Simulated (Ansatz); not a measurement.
**CoNF4 at fixed geometry**

Aim: for CoNF4, a borrowed structure type, volume estimated, find whether it is a metal or has a gap, how the charge is shared and how far the cell is from equilibrium. The atoms and the cell stay fixed.

Computed, not measured: Ansatz 0.2.0, DFT, PBEsol, no spin polarisation, plane waves, PAW.

## Step 1: The cell

Symmetry: Cmc2_1, No. 36, orthorhombic system. Conventional cell: a = 3.671 Å, b = 12.758 Å, c = 5.106 Å, α = 90.00°, β = 90.00°, γ = 90.00°. N (site symmetry m) has 8 F at 2.29 to 2.49 Å as nearest neighbours. Co (site symmetry m) has 6 F at 1.73 to 1.84 Å as nearest neighbours. F (site symmetry m) is surrounded by 1 Co at 1.76 Å. F (site symmetry m) has 1 Co at 1.73 Å as nearest neighbours. Around F (site symmetry m) lie 2 Co at 1.73 to 1.80 Å. Around F (site symmetry m) lie 2 Co at 1.84 Å.

The coordinates stand in the input below.

Its first density is an earlier solution for the same cell, read from a checkpoint.

## Step 2: Self-consistent run

input.yaml

```yaml
crystal:
  lattice:
    - [3.670827, 0.0, 0.0]
    - [1.835413, -6.379011, 0.0]
    - [0.0, 0.0, -5.105542]
  atoms:
    - { symbol: "N", position: [0.14761, 0.70478, 0.03588] }
    - { symbol: "N", position: [0.85239, 0.29522, 0.53588] }
    - { symbol: Co, position: [0.58712, 0.82576, 0.49636] }
    - { symbol: Co, position: [0.41288, 0.17424, 0.99636] }
    - { symbol: F, position: [0.3004, 0.3992, 0.7967] }
    - { symbol: F, position: [0.6996, 0.6008, 0.2967] }
    - { symbol: F, position: [0.3332, 0.3336, 0.2717] }
    - { symbol: F, position: [0.6668, 0.6664, 0.7717] }
    - { symbol: F, position: [0.5284, 0.9432, 0.1755] }
    - { symbol: F, position: [0.4716, 0.0568, 0.6755] }
    - { symbol: F, position: [0.9204, 0.1592, 0.9898] }
    - { symbol: F, position: [0.0796, 0.8408, 0.4898] }
  symmetry: { tolerance: 0.0003 }
kpoints:
  mp_grid: { grid: [7, 7, 5], shift: [0, 0, 0] }
  band_path:
    path:
      - [0.0, 0.0, 0.0]
      - [0.0, -0.5, 0.0]
      - [-0.4586066, -0.7293033, 0.0]
      - [-0.5413934, -0.2706967, 0.0]
      - [0.0, 0.0, 0.0]
      - [0.0, 0.0, 0.5]
      - [-0.5413934, -0.2706967, 0.5]
      - [-0.4586066, -0.7293033, 0.5]
      - [0.0, -0.5, 0.5]
      - [0.0, -0.5, 0.0]
      - [0.0, 0.0, 0.0]
    npoints: 7
magnetization:
  spin_polarized: false
scf:
  occupations: { method: fermi_dirac }
  lower_state_search: "off"
  max_iter: 200
hamiltonian:
  pseudopotentials: { kind: paw }
  xc: pbesol
basis:
  ecutwfc: 420
  fft_grid_basis: typed
output:
  forces: true
  stress: true
  eigenvalues: true
  populations: true
  elf: true
  write_potential: true
  volumetric_format: npy
  dos:
    e_range: [-12, 8]
    de: 0.05
    projected: { site_lists: { Co: [Co], F: [F], "N": ["N"] } }
  write_density: true
checkpoint:
  read: saved_state
```

Started as:

```
$ ansatz run input.yaml --threads 1 --pin off --max-ram 2560MiB --backend cpu --events-out ev --progress --plain --runs-dir out
```

Before running it: what results should come out? Wanted: largest force; pressure; character.

As calculated:

```
                                                 quantity               value
                                            largest force    2.292 eV/Å on Co
                                                 pressure             7.8 GPa
           formation energy (elements from separate runs)       -0.10 eV/atom
                                                character               metal
density of states, mean within 0.25 eV of the Fermi level  12 per eV per cell
```

In words: It is a metal; within 0.25 eV of the Fermi level the density of states averages 12 per eV per cell, mostly N p (61 %), Co d (18 %) and F p (18 %). Forces reach 2.3 eV/Å, so the geometry is far from rest and the levels are not those of the relaxed cell. With forces up to 2.29 eV/Å (on Co), a relaxation would move the atoms. Against the elements' reference phases (N2 molecule, Co hcp, F2 molecule; separate runs with the same functional) the formation energy is -0.10 eV per atom, a bound cell by that test. The pressure of 7.8 GPa says the cell is too small, and unequal principal stresses would change its shape.

Caveats: a 3d oxide or halide that comes out metallic without a U or exact exchange, which may be an insulator in nature; no spin polarisation, so a magnetic state may lie lower.
